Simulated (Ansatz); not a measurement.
# C2H8AlFSi: one species, many methods

Aim: compute C2H8AlFSi with functionals from several rungs and with coupled cluster. The yardstick is the atomisation energy at the CCSD(T) limit.

The runs use Ansatz 0.2.0, Gaussian basis; functionals in def2-TZVPP, the program's frozen cores in correlated methods.

Levels to be run: PBE-D4, r2SCAN-D4, PBE0-D4, B3LYP-D4, ωB97X-V, ωB97M-V, B2PLYP; CCSD(T)/def2-TZVPP; MP2/def2-QZVPP; extrapolation to the limit.

### 1 The geometry

The geometry comes from an earlier relaxation with PBE0-D4/def2-TZVP; it is a stationary point, not always the lowest conformer.

SMILES `C[Si](C)(F)[AlH2]`, 13 atoms, charge 0, spin multiplicity 1.

Atoms are counted from 1 here; the program's logs count them from 0.

Bond lengths: C1–Si2 1.870 Å, C1–H6 1.094 Å, C1–H7 1.092 Å, C1–H8 1.094 Å, Si2–C3 1.868 Å, Si2–F4 1.624 Å, Si2–Al5 2.484 Å, C3–H9 1.094 Å, C3–H10 1.092 Å, C3–H11 1.094 Å, Al5–H12 1.593 Å, Al5–H13 1.592 Å. Angles: Si2–C1–H6 110.5°, Si2–C1–H7 111.5°, Si2–C1–H8 110.7°, H6–C1–H7 108.2°, H6–C1–H8 107.9°, H7–C1–H8 108.0°, C1–Si2–C3 109.6°, C1–Si2–F4 106.7°, C1–Si2–Al5 113.1°, C3–Si2–F4 106.7°, C3–Si2–Al5 113.9°, F4–Si2–Al5 106.3°, Si2–C3–H9 110.3°, Si2–C3–H10 111.6°, Si2–C3–H11 110.7°, H9–C3–H10 107.7°, H9–C3–H11 108.1°, H10–C3–H11 108.3° and more.

### 2 PBE-D4 (GGA)

The input, in.yaml:

```yaml
crystal:
  periodic: [false, false, false]
  atoms:
    - {symbol: C, position_ang: [-1.771979, 0.114796, -0.210684]}
    - {symbol: Si, position_ang: [0.085651, 0.157292, -0.417006]}
    - {symbol: C, position_ang: [0.759167, -1.584911, -0.403392]}
    - {symbol: F, position_ang: [0.377246, 0.758846, -1.896740]}
    - {symbol: Al, position_ang: [1.209544, 1.683115, 1.188225]}
    - {symbol: H, position_ang: [-2.228411, -0.510683, -0.983726]}
    - {symbol: H, position_ang: [-2.206038, 1.114678, -0.280525]}
    - {symbol: H, position_ang: [-2.043493, -0.303446, 0.763281]}
    - {symbol: H, position_ang: [0.582236, -2.053542, 0.569294]}
    - {symbol: H, position_ang: [1.835406, -1.602246, -0.589095]}
    - {symbol: H, position_ang: [0.269437, -2.194953, -1.168033]}
    - {symbol: H, position_ang: [2.359845, 1.169647, 2.163727]}
    - {symbol: H, position_ang: [0.791789, 3.216608, 1.279574]}
basis:
  gaussian: {orbitals: def2-TZVPP}
hamiltonian: {xc: pbe, dispersion: d4}
output: {forces: true, orbitals: {seedname: orbitals}}
```

Command:

```bash
$ ansatz run in.yaml --threads 4 --pin off --events-out ev --progress --plain --max-ram 10444MiB
```

After this run come: r2SCAN-D4 (meta-GGA); PBE0-D4 (hybrid); B3LYP-D4 (hybrid); ωB97X-V (range-separated); ωB97M-V (range-separated); B2PLYP (double hybrid); CCSD(T) in def2-TZVPP; MP2 in def2-QZVPP.

Q: Predict the results of all the runs planned. Wanted: atomisation energy, CCSD(T)/CBS; farthest; mean size of error, hybrid; mean size of error, range-separated; gap, smallest and largest; T1 diagnostic; triples share of the correlation energy.

As calculated:

| quantity | value |
| --- | --- |
| atomisation energy, CCSD(T)/CBS | 47.361 eV |
| functionals within 0.237 eV (0.5 %) | PBE-D4, r2SCAN-D4, B3LYP-D4, ωB97X-V, ωB97M-V |
| farthest | B2PLYP (-0.657 eV) |
| mean size of error, hybrid | 0.226 eV |
| mean size of error, range-separated | 0.070 eV |
| gap, smallest and largest | 3.14 eV (PBE-D4), 9.17 eV (ωB97X-V) |
| T1 diagnostic | 0.0109 |
| triples share of the correlation energy | 3.3 % |

**Reading.** PBE-D4 misses by +0.121 eV, or 0.010 eV for each of 12 bonds. Double hybrids carry the basis error of their MP2 part in triple zeta, and no dispersion term here, so their miss is partly the set-up's. The reference freezes the cores and leaves out relativity and excitations past (T), so misses under about 0.237 eV can't be ranked. Hartree-Fock recovers 76 % of the binding; the rest is correlation. Orbital gaps span 3.1 to 9.2 eV; exact exchange widens them.
